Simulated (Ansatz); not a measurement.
Which YAML input does this script hand to the engine? (Ansatz 0.2.0 through its Python package)

Script `energy.py`:
```python
'''Single point of C4H6GeSi in a Gaussian basis.'''

import ansatz as az
from ase import Atoms
import numpy as np
import pandas as pd

atoms = Atoms(['C', 'C', 'Si', 'C', 'C', 'Ge', 'H', 'H', 'H', 'H', 'H', 'H'], positions=[
    (-3.2384, 1.6192, 0.2902),
    (-2.6181, 0.5932, 0.1685),
    (-1.6827, -0.9519, -0.0148),
    (0.0927, -0.5779, -0.0574),
    (1.2711, -0.3284, -0.0855),
    (3.1226, 0.0644, -0.1297),
    (-3.783, 2.5203, 0.3971),
    (-1.9698, -1.8368, 1.1237),
    (-2.0737, -1.6161, -1.2669),
    (3.8837, -0.9384, 0.7745),
    (3.64, -0.055, -1.586),
    (3.3555, 1.5073, 0.3862),
])
molecule = az.Crystal.molecule_from_ase(atoms)

calculation = molecule.calculation()
calculation = calculation.basis(gaussian='def2-SVP')
calculation = calculation.functional('b3lyp').forces()
trace = []
outcome = calculation.session().plan().execute(on_event=trace.append)
r = outcome.report
for event in trace:
    if event['event'] == 'mean_field_evaluation' and event['data']['evaluation'] <= 25:
        print('pass {evaluation:3d}  E = {energy_ev:.6f} eV  gradient {gradient_ev:.1e}'.format(**event['data']))

print('reference energy %16.6f eV' % r['reference_energy_ev'])
print('total energy     %16.6f eV' % r['free_energy_ev'])
print('occupied orbitals outside the frozen core (up, down):', r['n_occupied'], ' frozen:', r['n_frozen'], ' virtual:', r['n_virtual'])

symbols = [site.symbol for site in molecule.cartesian_sites]
print('forces (eV/A)')
for symbol, f in zip(symbols, r['forces_ev_ang']):
    print(f'  {symbol:2s} {f[0]:9.4f} {f[1]:9.4f} {f[2]:9.4f}')

charges = r['charge_distribution']
table = pd.DataFrame({'atom': symbols, 'mulliken': charges['mulliken_charges_e'], 'lowdin': charges['lowdin_charges_e']})
print(table.round(3).to_string())
print('dipole (e A):', np.round(charges['dipole_moment_e_ang'], 4) + 0.0)
```

```console
$ python energy.py
pass   1  E = -68619.256767 eV  gradient 5.5e+01
pass   2  E = -68616.346297 eV  gradient 6.4e+01
pass   3  E = -68627.035299 eV  gradient 5.6e+00
pass   4  E = -68627.086689 eV  gradient 4.3e+00
pass   5  E = -68627.119468 eV  gradient 2.4e+00
pass   6  E = -68627.133603 eV  gradient 3.6e-01
pass   7  E = -68627.133311 eV  gradient 3.6e-01
pass   8  E = -68627.220083 eV  gradient 4.8e-01
pass   9  E = -68627.220751 eV  gradient 1.1e-01
pass  10  E = -68627.220756 eV  gradient 9.1e-02
pass  11  E = -68627.220770 eV  gradient 4.4e-02
pass  12  E = -68627.220774 eV  gradient 8.5e-03
pass  13  E = -68627.220775 eV  gradient 8.5e-03
pass  14  E = -68627.220775 eV  gradient 1.1e-03
pass  15  E = -68627.220775 eV  gradient 1.7e-04
pass  16  E = -68627.220775 eV  gradient 3.4e-05
pass  17  E = -68627.220775 eV  gradient 3.4e-05
pass  18  E = -68627.220775 eV  gradient 3.4e-05
reference energy    -68627.221121 eV
total energy        -68627.221121 eV
occupied orbitals outside the frozen core (up, down): [38, 38]  frozen: 0  virtual: [98, 98]
forces (eV/A)
  C    -0.3160    0.5049    0.0604
  C     0.3482   -0.6606   -0.0761
  Si   -0.0753   -0.1146   -0.0081
  C    -1.4570   -0.3500    0.0310
  C     1.6812    0.3454   -0.0403
  Ge    0.6075    0.1350   -0.0162
  H    -0.3550    0.5909    0.0700
  H    -0.0767   -0.2217    0.2598
  H    -0.1002   -0.1706   -0.2876
  H    -0.1141    0.1045   -0.1005
  H    -0.0866    0.0059    0.1647
  H    -0.0561   -0.1690   -0.0570
   atom  mulliken  lowdin
0     C    -0.214  -0.015
1     C     0.059  -0.144
2    Si     0.462   0.423
3     C    -0.117  -0.160
4     C    -0.152  -0.103
5    Ge     0.316   0.259
6     H     0.003   0.018
7     H    -0.081  -0.071
8     H    -0.081  -0.071
9     H    -0.066  -0.046
10    H    -0.066  -0.045
11    H    -0.065  -0.045
dipole (e A): [0.0437 0.1168 0.0091]
```

`input.yaml`:
```yaml
crystal:
  periodic: [false, false, false]
  atoms:
    - { symbol: C, position_ang: [-3.2384, 1.6192, 0.2902] }
    - { symbol: C, position_ang: [-2.6181, 0.5932, 0.1685] }
    - { symbol: Si, position_ang: [-1.6827, -0.9519, -0.0148] }
    - { symbol: C, position_ang: [0.0927, -0.5779, -0.0574] }
    - { symbol: C, position_ang: [1.2711, -0.3284, -0.0855] }
    - { symbol: Ge, position_ang: [3.1226, 0.0644, -0.1297] }
    - { symbol: H, position_ang: [-3.783, 2.5203, 0.3971] }
    - { symbol: H, position_ang: [-1.9698, -1.8368, 1.1237] }
    - { symbol: H, position_ang: [-2.0737, -1.6161, -1.2669] }
    - { symbol: H, position_ang: [3.8837, -0.9384, 0.7745] }
    - { symbol: H, position_ang: [3.64, -0.055, -1.586] }
    - { symbol: H, position_ang: [3.3555, 1.5073, 0.3862] }
basis:
  gaussian: { orbitals: def2-SVP }
hamiltonian:
  xc: b3lyp
output:
  forces: true
```

The program run on that file:
```console
$ ansatz run input.yaml --threads 1 --pin off --max-ram 4096MiB --backend cpu --events-out ev --progress --plain --runs-dir out
Engine: ansatz 0.2.0, aarch64-unknown-linux-gnu
Functional definition: B3LYP
  parameter a0 = 0.2
  parameter ax = 0.72
  parameter ac = 0.81
  exchange = (1 - a0 - ax)*slater_x + ax*b88_x + a0*exact_x
  correlation = (1 - ac)*vwn_rpa_c + ac*lyp_c
1369 factors; integrals over basis functions are off by at most 1.3e-3 eV
mean field evaluation 1: about -68619.2568 eV, gradient 5.5e1 eV
mean field evaluation 2: about -68616.3463 eV, gradient 6.4e1 eV
mean field evaluation 4: about -68627.0867 eV, gradient 4.3e0 eV
mean field evaluation 8: about -68627.2201 eV, gradient 4.8e-1 eV
mean field evaluation 16: about -68627.2208 eV, gradient 3.4e-5 eV
mean field -68627.22077504 eV, -2522.0038462819 hartree, gradient 3.4e-5 eV, S^2 0.000000; 0 other end points of the search recorded, 0 dependent functions left out
the calculation of the forces begins
reference -68627.22112113 eV, -2522.0038590003 hartree; 38, 38 occupied and 98, 98 virtual orbitals, 1369 factors
Total energy: -68627.22112113 eV, -2522.0038590003 hartree
Atom 0 at    -3.238400     1.619200     0.290200 Å, force    -0.316011     0.504866     0.060370 eV/Å
Atom 1 at    -2.618100     0.593200     0.168500 Å, force     0.348212    -0.660624    -0.076142 eV/Å
Atom 2 at    -1.682700    -0.951900    -0.014800 Å, force    -0.075305    -0.114561    -0.008074 eV/Å
Atom 3 at     0.092700    -0.577900    -0.057400 Å, force    -1.457001    -0.350046     0.031020 eV/Å
Atom 4 at     1.271100    -0.328400    -0.085500 Å, force     1.681221     0.345449    -0.040332 eV/Å
Atom 5 at     3.122600     0.064400    -0.129700 Å, force     0.607549     0.135004    -0.016173 eV/Å
Atom 6 at    -3.783000     2.520300     0.397100 Å, force    -0.354972     0.590895     0.069983 eV/Å
Atom 7 at    -1.969800    -1.836800     1.123700 Å, force    -0.076667    -0.221712     0.259822 eV/Å
Atom 8 at    -2.073700    -1.616100    -1.266900 Å, force    -0.100203    -0.170633    -0.287644 eV/Å
Atom 9 at     3.883700    -0.938400     0.774500 Å, force    -0.114096     0.104465    -0.100517 eV/Å
Atom 10 at     3.640000    -0.055000    -1.586000 Å, force    -0.086601     0.005921     0.164710 eV/Å
Atom 11 at     3.355500     1.507300     0.386200 Å, force    -0.056127    -0.169025    -0.057023 eV/Å
Dipole moment:     0.043737     0.116765     0.009084 e Å
```

Reading the output:
- Total energies depend on the basis set; only differences at equal settings carry meaning.
- The geometry is a force-field or estimated start, not a minimum of this method, and the basis set is short of its limit.
- The Löwdin charges here are taken after orthogonalising the functions within each atom; they differ from plain Löwdin charges, and their signs can be unphysical.
- b3lyp holds the VWN-RPA fit, as in Gaussian; the form of ORCA and Turbomole is b3lyp5.
- Early passes use coarser integrals and grids, so their energies can't be compared with the last.
- Hardware and time: 9.8 s on 1 thread of Arm Neoverse V2, on a shared host, peak memory 0.41 GiB.
